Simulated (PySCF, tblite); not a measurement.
**C5H11FSi2: geometry, infrared bands and NMR shifts**

What infrared bands and NMR shifts should C5H11FSi2 (`C[SiH2]C[C@@H]1C=C[Si@H]1F`) show?

Computed with tblite 0.8.0 and PySCF 2.14.0, with density-fitted response routines of our own, on a single molecule in the gas phase. Atoms are numbered from 0 throughout.

## 1. The molecule as given

19 atoms, charge 0, multiplicity 1; geometry from: force field or distance geometry start.

Bonds of the start (Å): C0–Si1 1.86, Si1–C2 1.87, C2–C3 1.54, C3–C4 1.55, C4–C5 1.35, C5–Si6 1.85, Si6–F7 1.59, Si6–C3 1.90, C0–H8 1.10, C0–H9 1.09, C0–H10 1.09, Si1–H11 1.50, Si1–H12 1.47, C2–H13 1.10, C2–H14 1.10, C3–H15 1.08, C4–H16 1.10, C5–H17 1.08, Si6–H18 1.49.

## 2. Optimising the geometry with GFN2-xTB

What the job is given:

```
{"job": {"kind": "relax", "xc": "GFN2-xTB", "basis": "xTB"}, "charge": 0, "multiplicity": 1}
C      3.292300    -0.328200     0.234800
Si     1.575700    -0.890800    -0.212700
C      0.362800     0.532000    -0.201800
C     -1.087500     0.187700    -0.605400
C     -2.070900     1.386400    -0.519100
C     -2.987400     0.941600     0.364400
Si    -2.168400    -0.681200     0.694600
F     -3.007000    -1.888500     0.096300
H      3.307700     0.131000     1.229700
H      3.645200     0.413900    -0.477900
H      3.986300    -1.163500     0.239800
H      1.108800    -1.909200     0.779900
H      1.575800    -1.530000    -1.533000
H      0.741600     1.273500    -0.923400
H      0.382800     1.028500     0.781500
H     -1.123700    -0.343100    -1.549300
H     -2.034100     2.337400    -1.074700
H     -3.889400     1.387100     0.763000
H     -1.620400    -0.875100     2.070800
```

Started as:

```sh
$ OMP_NUM_THREADS=1 python probes_run.py task.json out
```

One launch serves the whole session: the jobs run in the order shown.

**Question.** This job is followed by: GFN2-xTB harmonic vibrations, gas phase; GIAO PBE0/pcSseg-1 NMR shielding, non-relativistic, gas phase. What will the session give for the following? strongest single infrared mode (GFN2-xTB); zero-point energy (GFN2-xTB); 13C shifts against TMS (PBE0/pcSseg-1); 1H shifts against TMS (PBE0/pcSseg-1, means over atoms taken as alike); 29Si shifts against TMS (PBE0/pcSseg-1); 19F shifts against CFCl3 (PBE0/pcSseg-1); surface potential, 1st and 99th percentile.

As calculated:

| quantity | value |
| --- | --- |
| strongest single infrared mode (GFN2-xTB) | 2206 cm⁻¹, 433 km/mol |
| zero-point energy (GFN2-xTB) | 87.8 kcal/mol |
| 13C shifts against TMS (PBE0/pcSseg-1) | 173.2, 145.0, 45.5, 18.3, -6.6 ppm |
| 1H shifts against TMS (PBE0/pcSseg-1, means over atoms taken as alike) | 7.70, 6.06, 5.44, 4.13, 4.12, 2.66, 1.21, 0.58, 0.11 ppm |
| 29Si shifts against TMS (PBE0/pcSseg-1) | 5.2, -40.3 ppm |
| 19F shifts against CFCl3 (PBE0/pcSseg-1) | -177.5 ppm |
| surface potential, 1st and 99th percentile | -1.15 V and 1.05 V |

The optimisation took 28 steps and gained 0.292 eV; among the close pairs (by a distance rule), Si6–H18 changed most, from 1.494 to 1.448 Å. All 51 modes are real, so the xTB geometry is a minimum. The strongest single mode, at 2206 cm⁻¹, moves mainly H12 and H11. GFN2-xTB is a fitted tight-binding method: band positions and strengths are rough. Its intensities can rank the bands wrongly. At PBE0/pcSseg-1: The widest tensor belongs to C4: span 260 ppm, with a paramagnetic part of -244 ppm. By nearest atom (PBE0/pcSseg-1), the HOMO sits on C5 33 %; C4 24 % and the LUMO on C4 32 %; C5 24 %.
